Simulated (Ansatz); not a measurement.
# Nb3Sn: the cost of one run

Method: DFT PBEsol, scalar-relativistic, plane waves, PAW, in Ansatz 0.2.0.

1 further run of the same task is left out (set aside as unsound or not needed).

### Step 1. The structure to begin with

The structure is cubic, space group Pm-3n (No. 223). The conventional cell has a = 5.259 Å, b = 5.259 Å, c = 5.259 Å, α = 90.00°, β = 90.00°, γ = 90.00°. Nb (site symmetry -4m2) has 2 Nb at 2.63 Å and 4 Sn at 2.94 Å in its first shell of neighbours. Around Sn (site symmetry m-3) lie 12 Nb at 2.94 Å.

Coordinates:

```
CELL_PARAMETERS angstrom
5.25857 0.00000 0.00000
0.00000 5.25857 0.00000
0.00000 0.00000 5.25857
ATOMIC_POSITIONS crystal
Nb 0.25000 0.00000 0.50000
Nb 0.50000 0.75000 0.00000
Nb 0.75000 0.00000 0.50000
Nb 0.50000 0.25000 0.00000
Nb 0.00000 0.50000 0.75000
Nb 0.00000 0.50000 0.25000
Sn 0.00000 0.00000 0.00000
Sn 0.50000 0.50000 0.50000
```

It is the result of an earlier relaxation at this level (volume 18.18 Å³/atom; gap on the mesh: none (metal)).

### Step 2. Static run: bands, density of states and charges

input.yaml reads:

```yaml
crystal:
  lattice:
    - [5.2585714992, 0.0, 0.0]
    - [0.0, 5.2585714992, 0.0]
    - [0.0, 0.0, 5.2585714992]
  atoms:
    - { symbol: Nb, position: [0.25, 0.0, 0.5] }
    - { symbol: Nb, position: [0.5, 0.75, 0.0] }
    - { symbol: Nb, position: [0.75, 0.0, 0.5] }
    - { symbol: Nb, position: [0.5, 0.25, 0.0] }
    - { symbol: Nb, position: [0.0, 0.5, 0.75] }
    - { symbol: Nb, position: [0.0, 0.5, 0.25] }
    - { symbol: Sn, position: [0.0, 0.0, 0.0] }
    - { symbol: Sn, position: [0.5, 0.5, 0.5] }
basis:
  ecutwfc: 420
kpoints:
  mp_grid: { grid: [8, 8, 8] }
  band_path:
    path:
      - [[0.0, 0.0, 0.0], [0.0, 0.5, 0.0], [0.5, 0.5, 0.0], [0.0, 0.0, 0.0], [0.5, 0.5, 0.5], [0.0, 0.5, 0.0]]
      - [[0.5, 0.5, 0.5], [0.5, 0.5, 0.0]]
    npoints: 14
hamiltonian:
  xc: pbesol
scf:
  occupations: { method: gaussian, width: 0.1 }
  n_extra_bands: 20
output:
  forces: true
  stress: true
  eigenvalues: true
  populations: true
  dos: { projected: true, de: 0.02, nscf_kmesh: { grid: [12, 12, 12] } }
  bader: true
  write_density: true
  write_potential: true
  elf: true
  volumetric_format: npy
```

Launch:

```console
ansatz run input.yaml --threads 2 --pin off --max-ram 5120MiB --backend cpu --events-out ev --progress --plain --runs-dir out
```

What time and memory should one allow on 2 threads of Arm Neoverse V1, shared host?

About 75 s, with a peak of 0.81 GiB.
